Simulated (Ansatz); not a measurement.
**C5H4ClN: one species, many methods**

How much do the methods differ for C5H4ClN? The plan is to run it at one geometry with functionals of several rungs and with coupled cluster, and see how far each lands from CCSD(T) at the basis-set limit for the atomisation energy.

Method: functionals in def2-TZVPP, the program's frozen cores in correlated methods; program: Ansatz 0.2.0, Gaussian basis.

The runs, in order: LDA (SPW92), PBE-D4, revPBE-D4, BLYP-D4, r2SCAN-D4, B97M-V, PBE0-D4, B3LYP-D4, r2SCANh-D4, r2SCAN0-D4, HSE06-D4, BHLYP-D4, CAM-B3LYP-D4, LC-ωPBE, ωB97X-V, ωB97M-V, B2PLYP, PBE-QIDH; CCSD(T)/def2-SVP; CCSD(T)/def2-TZVPP; MP2/def2-QZVPP; extrapolation to the limit; RPA on PBE.

### Step 1. Structure used throughout

All runs share one geometry, relaxed beforehand with PBE0-D4 in a triple-zeta def2 set.

SMILES `Clc1ccccn1`, 11 atoms, charge 0, spin multiplicity 1.

Atoms are counted from 1 here; the program's logs count them from 0.

Bond lengths: Cl1–C2 1.732 Å, C2–C3 1.390 Å, C2–N7 1.312 Å, C3–C4 1.382 Å, C3–H8 1.081 Å, C4–C5 1.387 Å, C4–H9 1.084 Å, C5–C6 1.384 Å, C5–H10 1.083 Å, C6–N7 1.331 Å, C6–H11 1.086 Å. Angles: Cl1–C2–C3 118.5°, Cl1–C2–N7 116.8°, C3–C2–N7 124.7°, C2–C3–C4 117.3°, C2–C3–H8 120.6°, C4–C3–H8 122.2°, C3–C4–C5 119.2°, C3–C4–H9 120.0°, C5–C4–H9 120.8°, C4–C5–C6 118.1°, C4–C5–H10 121.4°, C6–C5–H10 120.5°, C5–C6–N7 123.4°, C5–C6–H11 120.8°, N7–C6–H11 115.8°, C2–N7–C6 117.3°.

As a file:

```mol
C5H4ClN
  3D, bonds by distance, orders not assigned

 11 11  0  0  0  0  0  0  0  0999 V2000
   -0.9751   -2.8625   -0.7219 Cl  0  0
   -0.4161   -1.2515   -0.4191 C   0  0
   -0.3343   -0.8149    0.8977 C   0  0
    0.1149    0.4745    1.1101 C   0  0
    0.4575    1.2600    0.0189 C   0  0
    0.3325    0.7111   -1.2451 C   0  0
   -0.0984   -0.5286   -1.4666 N   0  0
   -0.6141   -1.4688    1.7124 H   0  0
    0.1963    0.8615    2.1193 H   0  0
    0.8134    2.2748    0.1438 H   0  0
    0.5886    1.2876   -2.1289 H   0  0
  1  2  8  0
  2  3  8  0
  3  4  8  0
  4  5  8  0
  5  6  8  0
  6  7  8  0
  3  8  8  0
  4  9  8  0
  5 10  8  0
  6 11  8  0
  2  7  8  0
M  END
```

### Step 2. LDA

This LDA is Slater exchange with PW92 correlation.

in.yaml reads:

```yaml
crystal:
  periodic: [false, false, false]
  atoms:
    - {symbol: Cl, position_ang: [-0.975137, -2.862546, -0.721884]}
    - {symbol: C, position_ang: [-0.416069, -1.251525, -0.419129]}
    - {symbol: C, position_ang: [-0.334280, -0.814925, 0.897727]}
    - {symbol: C, position_ang: [0.114899, 0.474512, 1.110122]}
    - {symbol: C, position_ang: [0.457489, 1.260000, 0.018916]}
    - {symbol: C, position_ang: [0.332494, 0.711053, -1.245096]}
    - {symbol: N, position_ang: [-0.098377, -0.528628, -1.466550]}
    - {symbol: H, position_ang: [-0.614126, -1.468814, 1.712380]}
    - {symbol: H, position_ang: [0.196314, 0.861547, 2.119335]}
    - {symbol: H, position_ang: [0.813415, 2.274780, 0.143762]}
    - {symbol: H, position_ang: [0.588577, 1.287648, -2.128884]}
basis:
  gaussian: {orbitals: def2-TZVPP}
hamiltonian: {xc: lda}
output: {orbitals: {seedname: orbitals}}
```

The run is started by

```console
> ansatz run in.yaml --threads 4 --pin off --events-out ev --progress --plain --max-ram 10444MiB
```

The runs that follow: PBE-D4 (GGA); revPBE-D4 (GGA); BLYP-D4 (GGA); r2SCAN-D4 (meta-GGA); B97M-V (meta-GGA); PBE0-D4 (hybrid); B3LYP-D4 (hybrid); r2SCANh-D4 (hybrid); r2SCAN0-D4 (hybrid); HSE06-D4 (hybrid); BHLYP-D4 (hybrid); CAM-B3LYP-D4 (range-separated); LC-ωPBE (range-separated); ωB97X-V (range-separated); ωB97M-V (range-separated); B2PLYP (double hybrid); PBE-QIDH (double hybrid); CCSD(T) in def2-SVP; CCSD(T) in def2-TZVPP; MP2 in def2-QZVPP; RPA on PBE orbitals.

Before running them: what should the planned runs give, taken together? Wanted: atomisation energy, CCSD(T)/CBS; farthest beyond LDA; mean size of error, GGA; mean size of error, meta-GGA; mean size of error, hybrid; mean size of error, range-separated; mean size of error, double hybrid; gap, smallest and largest; T1 diagnostic.

As calculated:

| quantity | value |
| --- | --- |
| atomisation energy, CCSD(T)/CBS | 52.682 eV |
| functionals within 0.263 eV (0.5 %) | r2SCANh-D4, B2PLYP |
| farthest beyond LDA | PBE-D4 (+2.821 eV) |
| mean size of error, GGA | 1.607 eV |
| mean size of error, meta-GGA | 0.655 eV |
| mean size of error, hybrid | 0.925 eV |
| mean size of error, range-separated | 0.422 eV |
| mean size of error, double hybrid | 0.316 eV |
| gap, smallest and largest | 4.23 eV (LDA (SPW92)), 11.03 eV (LC-ωPBE) |
| T1 diagnostic | 0.0117 |
| triples share of the correlation energy | 5.1 % |

LDA overbinds by 9.558 eV (18 %). PBE-D4 misses by +2.821 eV. Double hybrids carry the basis error of their MP2 part in triple zeta, and no dispersion term here, so their miss is partly the set-up's. Taken by rung, double hybrid functionals do best (0.316 eV on average) and GGA ones worst beyond LDA (1.607 eV). The gap between the best rungs is small, so their order is not settled. The reference freezes the cores and leaves out relativity and excitations past (T), so misses under about 0.263 eV can't be ranked. Hartree-Fock recovers 71 % of the binding; the rest is correlation. CCSD(T) in def2-SVP is off by -2.232 eV, more than most functionals: a good method in a small basis is no reference. The gap grows from 4.2 to 11.0 eV across the functionals, mostly with the share of exact exchange. The restricted reference is unstable towards a spin-broken one.
